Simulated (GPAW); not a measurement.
Wanted: an ASE script for a GPAW 26.7.0 run.

* Task: single point
* Functional: PBEsol
* Potentials or basis: PAW data sets generated in the run's folder for this functional
* Cutoff: 600 eV
* Basis: pw
* k mesh: 6 × 10 × 6
* Occupations: fermi-dirac, width 0.05 eV
* Spin: no spin polarisation
* Maxiter: 150

Crystal: MoPt.

```xyz
4
Lattice="4.4766 0.0000 0.0000 0.0000 2.7337 0.0000 0.0000 0.0000 4.9584" Properties=species:S:1:pos:R:3 pbc="T T T"
Pt    3.3575    1.3669    1.6723
Pt    1.1192    1.3669    3.2861
Mo    3.3575    0.0000    4.1564
Mo    1.1192    0.0000    0.8020
```

The cell comes from a database or a generator and needn't be the stable form of this composition.

These files were run (other wordings do the same):

run.py

```python
from ase import Atoms
from ase.dft.bandgap import bandgap
from ase.io import write
from ase.units import Bohr, GPa
from gpaw import GPAW, PW, setup_paths
from gpaw.elf import elf_from_dft_calculation

setup_paths.insert(0, '.')

atoms = Atoms(['Pt', 'Pt', 'Mo', 'Mo'],
              cell=[[4.47661493, 0.0, 0.0],
                    [0.0, 2.73373498, 0.0],
                    [0.0, 0.0, 4.9584025]],
              scaled_positions=[[0.75, 0.5, 0.33727105],
                                [0.25, 0.5, 0.66272895],
                                [0.75, 0.0, 0.83824963],
                                [0.25, 0.0, 0.16175037]],
              pbc=True)

calc = GPAW(mode=PW(600),
            xc='PBEsol',
            kpts={'size': (6, 10, 6), 'gamma': True},
            occupations={'name': 'fermi-dirac', 'width': 0.05},
            nbands=52,
            convergence={'density': 1e-05, 'energy': 1e-05},
            maxiter=150,
            txt='gpaw.txt')
atoms.calc = calc
energy = atoms.get_potential_energy()
forces = atoms.get_forces()
stress = atoms.get_stress()
calc.write('gs.gpw')
write('result.traj', atoms)
print(f'Energy: {energy:.6f} eV')
print('Forces (eV/A):')
print(forces.round(4))
print('Stress (GPa):', (stress / GPa).round(3))
print('Fermi level:', round(calc.get_fermi_level(), 4), 'eV')
print(f'Gap: {bandgap(calc)[0]:.4f} eV, direct: {bandgap(calc, direct=True)[0]:.4f} eV')

# fields on the real-space grid
write('density.cube', atoms, data=calc.get_pseudo_density() * Bohr**3)
write('potential.cube', atoms, data=calc.get_electrostatic_potential())
write('elf.cube', atoms, data=elf_from_dft_calculation(calc).data)
```

Potentials or basis: PAW data sets generated in the run's folder for this functional, pw.

Run with:

```bash
$ gpaw-setup -f PBEsol Mo Pt
$ OMP_NUM_THREADS=1 python run.py
```

It gave:

```yaml
Pressure: -6.0 GPa
Largest_force: 0.168 eV/Å
Band_gap_on_the_k_mesh: none (metal or under the smearing width)
```

It took 4.3 min on 1 thread of Arm Neoverse V2 (shared host), peak memory 0.4 GiB.
